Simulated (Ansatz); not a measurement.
What does this script print? It uses the Python package of Ansatz (0.2.0).

`relaxed_scan.py`
```python
from dataclasses import dataclass

import ansatz
from ase import Atoms
import numpy as np


@dataclass(frozen=True)
class Options:
    basis_set: str = "def2-SVP"
    xc: str = "PBE0"


opts = Options()

atoms = Atoms(["F", "Ge", "Al", "H", "H", "H", "H"], positions=[
    (-2.1697, -0.5098, 0.4586),
    (-0.8235, -0.282, -0.5998),
    (1.0847, 0.3625, 0.7268),
    (-0.4552, -1.6108, -1.321),
    (-1.1028, 0.814, -1.6705),
    (2.413, -0.5565, 0.7651),
    (1.1148, 1.7145, 1.5951),
])
geometry = ansatz.Crystal.molecule_from_ase(atoms)

calc = geometry.calculation().basis(gaussian=opts.basis_set).functional(opts.xc)
symbols = [site.symbol for site in geometry.cartesian_sites]
pairs = [(0, 1), (1, 2), (1, 3), (1, 4), (2, 5), (2, 6)]
print("held (A)   E (eV)        ", "  ".join(f"{symbols[i]}{i}-{symbols[j]}{j}" for i, j in pairs))
for length in [1.43, 1.56, 1.68, 1.87, 2.1]:
    data = calc.relax(constraints=[ansatz.DistanceConstraint((1, 4), at=length)], force_tolerance=0.02, max_steps=60).run(threads=1, pin="off").report
    xyz = np.array(data["positions_ang"])
    print(f"{length:6.2f} {data['free_energy_ev']:14.5f}  ", "  ".join(f"{np.linalg.norm(xyz[i] - xyz[j]):.3f}" for i, j in pairs))
```

Running `python relaxed_scan.py` prints:
```text
held (A)   E (eV)         F0-Ge1  Ge1-Al2  Ge1-H3  Ge1-H4  Al2-H5  Al2-H6
DeckWarning: relax.constraints: the input's atoms, or those drawn, lie off the distances that are held; a relaxation that starts there is brought onto them ahead of its first SCF, by positions alone, [...]
  1.43   -65872.94435   1.761  2.491  1.548  1.430  1.592  1.588
  1.56   -65873.07594   1.759  2.490  1.547  1.560  1.591  1.588
  1.68   -65872.95963   1.757  2.489  1.546  1.680  1.591  1.588
  1.87   -65872.53907   1.754  2.485  1.544  1.870  1.589  1.586
  2.10   -65871.89378   1.749  2.469  1.541  2.100  1.587  1.584
```
(Warnings from the package without file and line, shortened, repeats left out.)

Caveats:
- Total energies depend on the basis set; only differences at equal settings carry meaning.
- The energies are electronic: no zero-point or thermal terms, and the basis set is short of its limit.
- It ran for 3.3 min on 1 thread of Intel(R) Xeon(R) 6975P-C (Granite Rapids), with other jobs on the host, peak memory 0.25 GiB.

(Lines on the test bed's own set-up are left out of the output.)
